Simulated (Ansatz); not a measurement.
# H2Zr: the cost of one run

Method: def2-QZVPP, core rule «outside noble gas», up to 4 orbitals frozen; program: Ansatz 0.2.0, Gaussian basis.

The runs, in order: UHF; ROHF; CCSD(T) on UHF.

## 1. What is computed

The geometry is a PBE0/def2-TZVP stationary point (not a proven minimum). No spin-orbit coupling is included. Elements past krypton take def2 core potentials.

3 atoms, charge 0, spin multiplicity 5.

Atoms are counted from 1 here; the program's logs count them from 0.

Bond lengths: Zr1–H2 1.969 Å, Zr1–H3 1.969 Å. Angles: H2–Zr1–H3 180.0°.

## 2. UHF

in.yaml

```yaml
crystal:
  periodic: [false, false, false]
  atoms:
    - {symbol: Zr, position_ang: [0.000000, 0.000000, 0.000000]}
    - {symbol: H, position_ang: [0.000000, 0.000000, -1.968800]}
    - {symbol: H, position_ang: [0.000000, 0.000000, 1.968800]}
basis:
  gaussian: {orbitals: "def2-QZVPP.json"}
magnetization: {spin_polarized: true, initial_magnetization: 4}
hamiltonian: {xc: hf}
output: {orbitals: {seedname: orbitals}}
```

Command:

```bash
ansatz run in.yaml --threads 1 --pin off --events-out ev --progress --plain --max-ram 2816MiB --backend cpu
```

Q: Estimate wall time and peak memory on 1 thread of AMD EPYC 7R13, shared host.

About 8 s, with a peak of 0.26 GiB.
